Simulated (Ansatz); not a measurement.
# ClH9HfNO2PSi: the cost of one run

Program: Ansatz 0.2.0. Level of theory: RKS PBE/def2-SVP. These are calculated values, not measurements.

**1. The structure to begin with**

Bond lengths: Hf1–O2 2.420 Å, O2–Si3 1.680 Å, Si3–H4 1.460 Å, Si3–H5 1.460 Å, Si3–H6 1.460 Å, Hf1–Cl7 2.520 Å, Hf1–N8 2.208 Å, N8–H9 1.060 Å, N8–H10 1.060 Å, Hf1–O11 2.069 Å, O11–H12 1.010 Å, Hf1–P13 2.870 Å, P13–H14 1.420 Å, P13–H15 1.420 Å. Angles (14 of 24 angles, heavy atoms first): Hf1–O2–Si3 125.0°, O2–Hf1–Cl7 109.5°, O2–Hf1–N8 109.5°, O2–Hf1–O11 109.5°, O2–Hf1–P13 71.6°, Cl7–Hf1–N8 109.5°, Cl7–Hf1–O11 109.5°, Cl7–Hf1–P13 67.2°, N8–Hf1–O11 109.5°, N8–Hf1–P13 176.6°, O11–Hf1–P13 72.8°, O2–Si3–H4 109.5°, O2–Si3–H5 109.5°, O2–Si3–H6 109.5°.

Structure file:

```xyz
16

Hf    0.0000    0.0000    0.0000
O     0.0000    0.0000    2.4200
Si   -1.3147   -0.4067    3.3836
H    -2.2390   -1.2403    2.6204
H    -0.8506   -1.1432    4.5557
H    -1.9987    0.8095    3.8133
Cl    2.3764    0.0000   -0.8392
N    -1.0409    1.8034   -0.7359
H    -2.0610    1.7482   -1.0186
H    -0.5204    2.7241   -0.8065
O    -0.9750   -1.6891   -0.6893
H    -1.4296   -2.1548    0.0831
P     1.4979   -2.2747    0.9050
H     0.7017   -3.4444    0.7861
H     2.6682   -2.4171    0.1133
H     0.7549   -1.1463    2.1706
```

**2. Pulling towards end A**

Springs on the bonds that form and break draw the guess towards this end; the thresholds are loose.

File input.yaml:

```yaml
crystal:
  periodic: [false, false, false]
  atoms:
    - { symbol: Hf, position_ang: [0.0, 0.0, 0.0] }
    - { symbol: O, position_ang: [0.0, 0.0, 2.42] }
    - { symbol: Si, position_ang: [-1.3147, -0.4067, 3.3836] }
    - { symbol: H, position_ang: [-2.239, -1.2403, 2.6204] }
    - { symbol: H, position_ang: [-0.8506, -1.1432, 4.5557] }
    - { symbol: H, position_ang: [-1.9987, 0.8095, 3.8133] }
    - { symbol: Cl, position_ang: [2.3764, 0.0, -0.8392] }
    - { symbol: "N", position_ang: [-1.0409, 1.8034, -0.7359] }
    - { symbol: H, position_ang: [-2.061, 1.7482, -1.0186] }
    - { symbol: H, position_ang: [-0.5204, 2.7241, -0.8065] }
    - { symbol: O, position_ang: [-0.975, -1.6891, -0.6893] }
    - { symbol: H, position_ang: [-1.4296, -2.1548, 0.0831] }
    - { symbol: P, position_ang: [1.4979, -2.2747, 0.905] }
    - { symbol: H, position_ang: [0.7017, -3.4444, 0.7861] }
    - { symbol: H, position_ang: [2.6682, -2.4171, 0.1133] }
    - { symbol: H, position_ang: [0.7549, -1.1463, 2.1706] }
basis:
  gaussian: { orbitals: def2-SVP }
hamiltonian:
  xc: pbe
relax:
  f_tol: 0.15
  max_steps: 25
  restrain:
    - { distance: [0, 12], at: 3.77, k: 30.0 }
    - { distance: [15, 1], at: 2.21, k: 30.0 }
    - { distance: [0, 1], at: 2.07, k: 30.0 }
    - { distance: [15, 12], at: 1.42, k: 30.0 }
```

On the command line:

```bash
$ ansatz run input.yaml --threads 4 --pin off --max-ram 5120MiB --backend cpu --events-out ev --progress --plain --runs-dir out
```

Q: Estimate wall time and peak memory on 4 threads of Intel Xeon Platinum 8259CL at 2.50GHz (Skylake/Cascade Lake), shared host.

About 88 s, with a peak of 0.32 GiB.
